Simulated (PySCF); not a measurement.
**C₄H₈BO₂−: NMR shifts and electronic excitations in gas and solvents**

Aim: compute the NMR shifts and electronic excitations of C₄H₈BO₂− (`C=C[C@@H]1CO[BH2-]O1`), and see what a dielectric continuum does where one was used.

Programs: PySCF 2.14.0, with density-fitted response routines of our own. Each step states its level of theory. These are calculated values for one molecule, in the gas phase or a continuum, unless marked as measured. Atoms are numbered from 0 throughout.

### Step 1. The molecule as given

15 atoms, charge -1, multiplicity 1; geometry from: GFN2-xTB.

Bonds of the start (Å): C0–C1 1.32, C1–C2 1.50, C2–C3 1.57, C3–O4 1.37, O4–B5 1.51, B5–O6 1.52, O6–C2 1.38, C0–H7 1.08, C0–H8 1.08, C1–H9 1.08, C2–H10 1.11, C3–H11 1.11, C3–H12 1.10, B5–H13 1.24, B5–H14 1.20.

### Step 2. Optimising the geometry at PBE0-D3(BJ)/def2-SVP

The job: settings as JSON, then the geometry in Å.

```
{"job": {"xc": "PBE0", "basis": "def2-SVP", "d3": "d3bj", "grid": 1, "kind": "geom"}, "charge": -1, "multiplicity": 1}
C      2.506359     0.286045    -0.086398
C      1.253340     0.149681    -0.486787
C      0.040084     0.522637     0.310590
C     -0.607564    -0.768741     0.924194
O     -1.954820    -0.675467     0.704096
B     -2.097615     0.131347    -0.567800
O     -0.940635     1.110430    -0.461943
H      2.748118     0.702626     0.879952
H      3.348021    -0.012771    -0.694578
H      1.023905    -0.261127    -1.461350
H      0.338696     1.212249     1.127355
H     -0.165744    -1.659516     0.423521
H     -0.393280    -0.850901     2.003498
H     -1.953798    -0.595868    -1.556752
H     -3.149480     0.717365    -0.583165
```

The run is started by

```
$ OMP_NUM_THREADS=1 python probes_run.py task.json out
```

This one command runs all jobs of the session in turn.

What it wrote:

```text
step   0  E = -331.96589145  max force = 0.017229
step   1  E = -331.96829197  max force = 0.009422
step   2  E = -331.96865619  max force = 0.003550
step   3  E = -331.96873112  max force = 0.002364
step   4  E = -331.96888428  max force = 0.002085
step   5  E = -331.96897361  max force = 0.001548
step   6  E = -331.96908533  max force = 0.001371
step   7  E = -331.96912760  max force = 0.001183
step   8  E = -331.96914918  max force = 0.000653
step   9  E = -331.96916538  max force = 0.000557
step  10  E = -331.96918156  max force = 0.001121
step  11  E = -331.96919249  max force = 0.001373
step  12  E = -331.96919641  max force = 0.000825
step  13  E = -331.96919517  max force = 0.000183
optimisation converged
```

Wall time 4.3 min (1 thread, shared host).

Step by step:

```csv
step,energy from step 0 (eV),largest force component (eV/Å)
0,0.0000,0.8860
1,-0.0653,0.4845
2,-0.0752,0.1825
3,-0.0773,0.1216
4,-0.0814,0.1072
5,-0.0839,0.0796
6,-0.0869,0.0705
7,-0.0881,0.0608
8,-0.0886,0.0336
9,-0.0891,0.0286
10,-0.0895,0.0576
11,-0.0898,0.0706
12,-0.0899,0.0424
13,-0.0899,0.0094
```

Distances of close pairs at the start and the end, largest changes first:

```csv
bond,before (Å),after (Å),change (Å)
B5–H14,1.204,1.248,+0.044
B5–H13,1.236,1.264,+0.028
O4–B5,1.513,1.489,-0.024
C2–C3,1.570,1.552,-0.017
C0–H7,1.080,1.096,+0.017
C1–H9,1.082,1.098,+0.016
C0–H8,1.081,1.095,+0.014
C0–C1,1.322,1.336,+0.014
```

The next job starts from the end point, and lists it.

```csv
at the end point,value
point group (found at 0.08 Å tolerance),C1
"rotational constants (GHz, main isotopes)","6.689, 1.805, 1.548"
```

### Step 3. Shielding tensors: PBE0/pcSseg-1 in dimethylsulfoxide

The job: settings as JSON, then the geometry in Å.

```
{"job": {"kind": "nmr", "xc": "PBE0", "basis": "pcSseg-1", "solvent": "dimethylsulfoxide", "pop": true}, "charge": -1, "multiplicity": 1}
C      2.549714     0.556894    -0.102016
C      1.343401     0.132448    -0.489456
C      0.039347     0.446189     0.176582
C     -0.557255    -0.782818     0.913623
O     -1.913102    -0.582788     0.877602
B     -2.180670     0.004081    -0.464343
O     -0.931081     0.803549    -0.737611
H      2.659163     1.229692     0.756818
H      3.467024     0.258959    -0.620222
H      1.247771    -0.527023    -1.362570
H      0.221471     1.254692     0.928311
H     -0.242850    -1.710423     0.369096
H     -0.171359    -0.868780     1.950278
H     -2.306167    -0.899182    -1.340210
H     -3.196951     0.727398    -0.425691
```

Level: GIAO PBE0/pcSseg-1 NMR shielding, non-relativistic, IEF-PCM dimethylsulfoxide.

What it wrote:

```text
coarse grid: 12568 points
cycle   1  E = -332.0415498765  dE =  7.855e-01  |g| = 8.852e-01  |ddm| = 3.353e+00
cycle   2  E = -331.8773543900  dE =  1.642e-01  |g| = 1.324e+00  |ddm| = 2.780e+00
cycle   3  E = -332.1988064087  dE = -3.215e-01  |g| = 1.009e-01  |ddm| = 1.843e+00
cycle   4  E = -332.2008671677  dE = -2.061e-03  |g| = 3.614e-02  |ddm| = 1.034e-01
cycle   5  E = -332.2011964139  dE = -3.292e-04  |g| = 7.576e-03  |ddm| = 3.783e-02
cycle   6  E = -332.2012058492  dE = -9.435e-06  |g| = 3.774e-03  |ddm| = 8.835e-03
cycle   7  E = -332.2012087227  dE = -2.874e-06  |g| = 4.865e-04  |ddm| = 2.987e-03
final grid: 121432 points
cycle   8  E = -332.2623920746  dE = -3.442e-05  |g| = 1.136e-02  |ddm| = 2.583e-02
cycle   9  E = -332.2623698926  dE =  2.218e-05  |g| = 1.604e-02  |ddm| = 1.922e-02
cycle  10  E = -332.2624159334  dE = -4.604e-05  |g| = 1.182e-03  |ddm| = 1.270e-02
cycle  11  E = -332.2624162383  dE = -3.050e-07  |g| = 1.462e-04  |ddm| = 1.354e-03
cycle  12  E = -332.2624162423  dE = -3.986e-09  |g| = 7.496e-05  |ddm| = 1.682e-04
cycle  13  E = -332.2624162435  dE = -1.217e-09  |g| = 2.226e-05  |ddm| = 7.278e-05
cycle  14  E = -332.2624162436  dE = -1.119e-10  |g| = 6.299e-06  |ddm| = 2.289e-05
converged SCF energy = -332.2624162436

GIAO shielding tensors (ppm)
atom      isotropic    diamagn.    paramagn.     s11        s22        s33       span
  0 C       65.672     254.648    -188.976    -48.421     84.127    161.309    209.729
  1 C       27.532     255.490    -227.958    -94.596     37.543    139.649    234.245
  2 C      104.669     243.895    -139.226     87.623     96.867    129.517     41.895
  3 C      110.797     247.835    -137.038     75.428     99.890    157.074     81.646
  4 O      283.293     396.921    -113.628    224.600    264.186    361.092    136.493
  5 B       99.126     184.706     -85.579     83.068     99.028    115.283     32.215
  6 O      283.911     398.930    -115.019    220.584    277.659    353.490    132.906
  7 H       25.867      30.628      -4.760     22.579     25.000     30.024      7.445
  8 H       25.955      28.326      -2.371     22.966     24.977     29.922      6.957
  9 H       25.181      31.544      -6.362     22.374     24.594     28.574      6.200
 10 H       27.335      31.727      -4.392     23.833     25.305     32.867      9.034
 11 H       28.166      30.924      -2.758     23.596     28.206     32.696      9.100
 12 H       27.419      30.099      -2.680     24.013     26.606     31.638      7.625
 13 H       28.015      30.346      -2.331     24.989     27.043     32.011      7.022
 14 H       27.840      29.902      -2.062     25.301     26.791     31.428      6.127
```

Wall time 52 s (1 thread, shared host).

Shifts follow as δ = σ(reference) − σ, with reference shieldings (ppm) from runs at the same level and on the same kind of geometry: 1H TMS 31.24, 13C TMS 185.5, 17O H2O 343.1, 11B BF3·OEt2 101.4. The references are single molecules in the same continuum, so shifts against H2O, NH3, PH3, H3PO4 or CFCl3 are not on the usual liquid scales and can be off by tens of ppm.

```csv
atoms,environment,σ (ppm),δ (ppm)
C1,alkene CH,27.5,158.0
C0,terminal =CH2 carbon,65.7,119.8
C2,allylic sp3 CH bonded to O,104.7,80.8
C3,sp3 CH2 bonded to O,110.8,74.7
H9,hydrogen on an alkene CH,25.18,6.06
H7,hydrogen on a terminal =CH2 carbon,25.87,5.37
H8,hydrogen on a terminal =CH2 carbon,25.95,5.28
H10,hydrogen on an allylic sp3 CH bonded to O,27.33,3.90
H12,hydrogen on an sp3 CH2 bonded to O,27.42,3.82
H14,"hydrogen on a boron bonded to 2 O, in a 5-membered ring",27.84,3.40
H13,"hydrogen on a boron bonded to 2 O, in a 5-membered ring",28.01,3.22
H11,hydrogen on an sp3 CH2 bonded to O,28.17,3.07
O4,"oxygen bonded to C, B, in a 5-membered ring",283.3,59.8
O6,"oxygen bonded to C, B, in a 5-membered ring",283.9,59.2
B5,"boron bonded to 2 O, 2 H, in a 5-membered ring",99.1,2.2
```

The run also stored atomic charges by several schemes (e):

```csv
atoms,Mulliken,IAO,Hirshfeld,ESP fit
C0,-0.20,-0.34,-0.12,-0.48
C1,-0.22,-0.14,-0.06,-0.31
C2,0.05,0.08,0.01,0.47
C3,0.08,-0.06,-0.03,0.05
O4,-0.61,-0.53,-0.28,-0.57
B5,0.43,0.05,-0.04,0.44
O6,-0.63,-0.54,-0.29,-0.64
```

Mayer bond orders: C0–C1 1.95, C1–C2 0.99, C2–C3 1.00, C3–O4 0.98, O4–B5 0.87, B5–O6 0.84, O6–C2 0.93.

Ring of atoms C2, C3, O4, B5, O6: NICS(0) -7.5, NICS(1) -2.7, NICS(1)zz -6.0 ppm (means of both faces).

### Step 4. TDDFT and polarisability: B3LYP/def2-SVPD

Same as in step 3 but for these lines:

```diff
@@ -1,2 +1,2 @@
-{"job": {"kind": "nmr", "xc": "PBE0", "basis": "pcSseg-1", "solvent": "dimethylsulfoxide", "pop": true}, "charge": -1, "multiplicity": 1}
+{"job": {"kind": "uv", "xc": "B3LYP", "basis": "def2-SVPD", "dynamic": true, "nstates": 6, "ntriplets": 0}, "charge": -1, "multiplicity": 1}
 C      2.549714     0.556894    -0.102016
```

With the program's defaults for keys left out, this is: TDDFT B3LYP/def2-SVPD, vertical, gas phase, core orbitals frozen in the response.

What it wrote:

```text
coarse grid: 12568 points
cycle   1  E = -332.1021957092  dE =  8.106e-01  |g| = 9.549e-01  |ddm| = 6.659e+00
cycle   2  E = -331.2785970909  dE =  8.236e-01  |g| = 2.163e+00  |ddm| = 2.315e+01
cycle   3  E = -332.2973756323  dE = -1.019e+00  |g| = 2.190e-01  |ddm| = 2.225e+01
cycle   4  E = -332.3059901326  dE = -8.615e-03  |g| = 1.297e-01  |ddm| = 8.177e-01
cycle   5  E = -332.3096235225  dE = -3.633e-03  |g| = 4.256e-02  |ddm| = 2.859e-01
cycle   6  E = -332.3099904806  dE = -3.670e-04  |g| = 1.000e-02  |ddm| = 8.970e-02
cycle   7  E = -332.3100144510  dE = -2.397e-05  |g| = 1.751e-03  |ddm| = 2.665e-02
cycle   8  E = -332.3100149694  dE = -5.184e-07  |g| = 1.076e-03  |ddm| = 5.070e-03
final grid: 121432 points
cycle   9  E = -332.3815643854  dE = -5.391e-05  |g| = 4.461e-03  |ddm| = 2.354e-01
cycle  10  E = -332.3815613340  dE =  3.051e-06  |g| = 5.688e-03  |ddm| = 2.389e-02
cycle  11  E = -332.3815694837  dE = -8.150e-06  |g| = 9.030e-04  |ddm| = 1.135e-02
cycle  12  E = -332.3815696557  dE = -1.721e-07  |g| = 3.097e-04  |ddm| = 2.061e-03
cycle  13  E = -332.3815696786  dE = -2.288e-08  |g| = 6.077e-05  |ddm| = 8.018e-04
cycle  14  E = -332.3815696792  dE = -5.837e-10  |g| = 3.842e-05  |ddm| = 1.797e-04
cycle  15  E = -332.3815696795  dE = -2.869e-10  |g| = 6.084e-06  |ddm| = 6.687e-05
converged SCF energy = -332.3815696795

Static polarisability (au): isotropic 86.599, principal 71.775 76.579 111.442

Singlet excitations
state   eV       nm        f      main configurations
  1   3.8398    322.9   0.01522   H->L 0.98
  2   4.2735    290.1   0.00539   H->L+1 0.96
  3   4.7294    262.2   0.01775   H-1->L 0.70, H->L+2 0.28
  4   4.7647    260.2   0.02722   H->L+2 0.64, H-1->L 0.27
  5   4.9231    251.8   0.01094   H->L+3 0.93
  6   5.1529    240.6   0.00932   H-1->L+1 0.92
```

Run time: 95 s. Hardware: 1 thread, shared host.

Frontier orbitals and where they lie:

```csv
orbital,eV,atoms
HOMO−3,-3.57,"O6 47 %, O4 26 %, B5 8 %"
HOMO−2,-3.44,"O6 18 %, O4 16 %, C3 14 %"
HOMO−1,-2.09,"O4 41 %, O6 23 %, C3 9 %"
HOMO,-1.12,"O6 25 %, B5 21 %, H13 18 %"
LUMO,3.48,"C0 34 %, C1 34 %, H8 7 %"
LUMO+1,3.71,"C0 42 %, H8 22 %, H7 15 %"
LUMO+2,4.40,"B5 36 %, O4 8 %, C3 8 %"
```

With each of the 6 states as a Gaussian band of 0.4 eV half-width at 1/e, the curve within the window shown has maxima at 313 nm (ε 720), 258 nm (ε 2,400) L/(mol cm). Beyond the last state computed it falls off for lack of states. The curve at chosen wavelengths:

nm, ε (L/mol/cm) and a bar:
```
      227        376 ####
      233        748 #########
      239       1249 ###############
      246       1871 #######################
      252       2267 ############################
      258       2407 ##############################
      264       2270 ############################
      270       1939 ########################
      277       1478 ##################
      283       1139 ##############
      289        905 ###########
      295        775 #########
      301        725 ########
      308        717 ########
      314        719 ########
      320        707 ########
      326        670 ########
      332        609 #######
      339        517 ######
      345        429 #####
      351        343 ####
      357        265 ###
      363        199 ##
      370        137 #
      376         96 
      382         67
```

Leading natural transition orbitals of singlet state 4: the hole lies on H13 29 %; O6 22 %; H14 19 %; the particle on H14 20 %; H13 15 %; H8, H12 about 11 % each.

Leading natural transition orbitals of singlet state 1: the hole lies on O6 29 %; H13 28 %; H14 17 %; the particle on C1 32 %; C0 24 %; H7, H8 about 11 % each.

Further results of this job:

```csv
property,computed
polarisability (Å³),12.83
HOMO–LUMO gap (eV),4.60
−ε(HOMO) (eV),1.12
C6 with itself (au),2720
```

The fields below are evaluated on a grid from the run's orbitals.

Frontier orbitals at B3LYP/def2-SVPD, with the share of their density that lies nearest to each atom:

```csv
orbital,energy (eV),lies on
HOMO,-1.12,H13 29 %; O6 25 %; H14 19 %
LUMO,3.48,"C1 31 %; C0 23 %; H7, H8 about 13 % each"
```

ELF in a plane through or near 5 of the atoms.

Ten even steps from ' ' (0.00) to '@' (1.00):
```
                                                        
                                                        
                            ..                          
                        ::##@@##..                      
                      ..##@@@@@@--                      
                        %%@@@@@@==  --==--              
              ....      ==@@@@@@==--##%%**::            
            ..--==--..    ======++##==%%##::            
          ..::++****--..::##%%::**##--##++              
        ::==++++**%%********%%**::++%%##::              
      --%%@@@@--::@@----%%++--....::....::..            
      ==@@@@@@##++##::::**::::====--..--**::            
      ::%%@@@@**==++****==  ::**++::**%%##::            
        ::==--....::====..  --++::  --##**..            
                ........    ..--..    ----              
                                                        
                                                        
                                                        
                                                        
                                                        
```
The map spans 12.1 Å across and 9.4 Å up, centred on the molecule. Atoms in the plane (x, y in Å): C1 (-1.3, -0.5), C3 (0.6, 1.1), O4 (2.0, 0.9), H8 (-3.5, -0.6), H12 (0.3, 2.1).

On the surface of density 0.002 e/bohr³ the electrostatic potential runs, from the 1st to the 99th percentile, from -5.86 V near O6 to -2.15 V near H8.

### Step 5. Ultraviolet spectrum: B3LYP/def2-SVPD in dimethylsulfoxide

Same as in step 4 but for these lines:

```diff
@@ -1,2 +1,2 @@
-{"job": {"kind": "uv", "xc": "B3LYP", "basis": "def2-SVPD", "dynamic": true, "nstates": 6, "ntriplets": 0}, "charge": -1, "multiplicity": 1}
+{"job": {"kind": "uv", "xc": "B3LYP", "basis": "def2-SVPD", "solvent": "dimethylsulfoxide", "nstates": 6, "ntriplets": 0}, "charge": -1, "multiplicity": 1}
 C      2.549714     0.556894    -0.102016
```

Level: TDDFT B3LYP/def2-SVPD, vertical, IEF-PCM dimethylsulfoxide (non-equilibrium linear response), core orbitals frozen in the response.

What it wrote:

```text
coarse grid: 12568 points
cycle   1  E = -332.2157947608  dE =  6.975e-01  |g| = 9.255e-01  |ddm| = 6.695e+00
cycle   2  E = -331.8270535211  dE =  3.887e-01  |g| = 1.687e+00  |ddm| = 4.279e+00
cycle   3  E = -332.3966697589  dE = -5.696e-01  |g| = 1.271e-01  |ddm| = 3.042e+00
cycle   4  E = -332.3997706871  dE = -3.101e-03  |g| = 5.719e-02  |ddm| = 3.963e-01
cycle   5  E = -332.4006223407  dE = -8.517e-04  |g| = 1.223e-02  |ddm| = 1.466e-01
cycle   6  E = -332.4006493416  dE = -2.700e-05  |g| = 6.404e-03  |ddm| = 2.870e-02
cycle   7  E = -332.4006586827  dE = -9.341e-06  |g| = 6.349e-04  |ddm| = 1.079e-02
final grid: 121432 points
cycle   8  E = -332.4721101924  dE = -5.440e-05  |g| = 4.219e-03  |ddm| = 2.204e-01
cycle   9  E = -332.4721085413  dE =  1.651e-06  |g| = 5.044e-03  |ddm| = 2.322e-02
cycle  10  E = -332.4721149476  dE = -6.406e-06  |g| = 7.849e-04  |ddm| = 1.054e-02
cycle  11  E = -332.4721150548  dE = -1.072e-07  |g| = 2.574e-04  |ddm| = 1.378e-03
cycle  12  E = -332.4721150689  dE = -1.411e-08  |g| = 3.000e-05  |ddm| = 5.214e-04
cycle  13  E = -332.4721150691  dE = -1.661e-10  |g| = 1.876e-05  |ddm| = 1.105e-04
converged SCF energy = -332.4721150691

Static polarisability (au): isotropic 111.864, principal 94.943 104.956 135.691

Singlet excitations
state   eV       nm        f      main configurations
  1   4.9634    249.8   0.02671   H->L 0.98
  2   5.4759    226.4   0.03535   H->L+1 0.97
  3   5.6246    220.4   0.05019   H-1->L 0.96
  4   6.0797    203.9   0.01224   H-1->L+1 0.56, H->L+2 0.28, H->L+4 0.10
  5   6.1640    201.1   0.00530   H->L+3 0.48, H->L+2 0.32, H-1->L+1 0.15
  6   6.2185    199.4   0.00199   H->L+3 0.44, H->L+2 0.28, H-1->L+1 0.20
```

Run time: 60 s. Hardware: 1 thread, shared host.

Key values: HOMO -5.66 eV, LUMO 0.12 eV; lowest singlet 4.96 eV.

### Step 6. Comparing the runs: electronic excitations

Excitations and ground-state properties, with basis size and wall time:

```csv
run,lowest singlet (eV),brightest (eV),f,gap (eV),α (Å³),functions,time
B3LYP/def2-SVPD,3.84,4.76,0.027,4.60,12.83,210,95 s
B3LYP/def2-SVPD in dimethylsulfoxide,4.96,5.62,0.050,5.78,16.58,210,60 s
```

### Step 7. Results

| quantity | value |
| --- | --- |
| point group | C1 |
| rotational constants (main isotopes) | 6.69, 1.81, 1.55 GHz |
| 13C shifts against TMS (PBE0/pcSseg-1, dimethylsulfoxide) | 158.0, 119.8, 80.8, 74.7 ppm |
| 1H shifts against TMS (PBE0/pcSseg-1, dimethylsulfoxide) | 6.06, 5.37, 5.28, 3.90, 3.82, 3.40, 3.22, 3.07 ppm |
| 17O shifts against H2O (PBE0/pcSseg-1, dimethylsulfoxide) | 59.8, 59.2 ppm |
| 11B shifts against BF3·OEt2 (PBE0/pcSseg-1, dimethylsulfoxide) | 2.2 ppm |
| lowest singlet (B3LYP/def2-SVPD) | 3.84 eV (323 nm), f = 0.015 |
| brightest single state of those computed | state 4, 4.76 eV, f = 0.027 |
| range of the lowest singlet | 3.84 to 4.96 eV |

Over 13 steps the energy fell by 0.090 eV; of the close pairs, B5–H14 changed most, 1.204 to 1.248 Å. No frequency check was run at this level, so the end point may be a saddle. At PBE0/pcSseg-1: The widest tensor belongs to C1: span 234 ppm, with a paramagnetic part of -228 ppm. The lowest singlet, at 3.84 eV, is HOMO→LUMO 0.98 and is weak; of the 6 states computed, the strongest absorption comes from state 4 at 4.76 eV. The lowest singlet lies above −ε(HOMO); no detachment energy was computed, so the anion's states may not be bound. The lowest singlet runs from 3.84 eV (B3LYP/def2-SVPD) to 4.96 eV (B3LYP/def2-SVPD in dimethylsulfoxide), while the orbital gap spans 4.60 to 5.78 eV. The lowest state need not be the same one in every run.
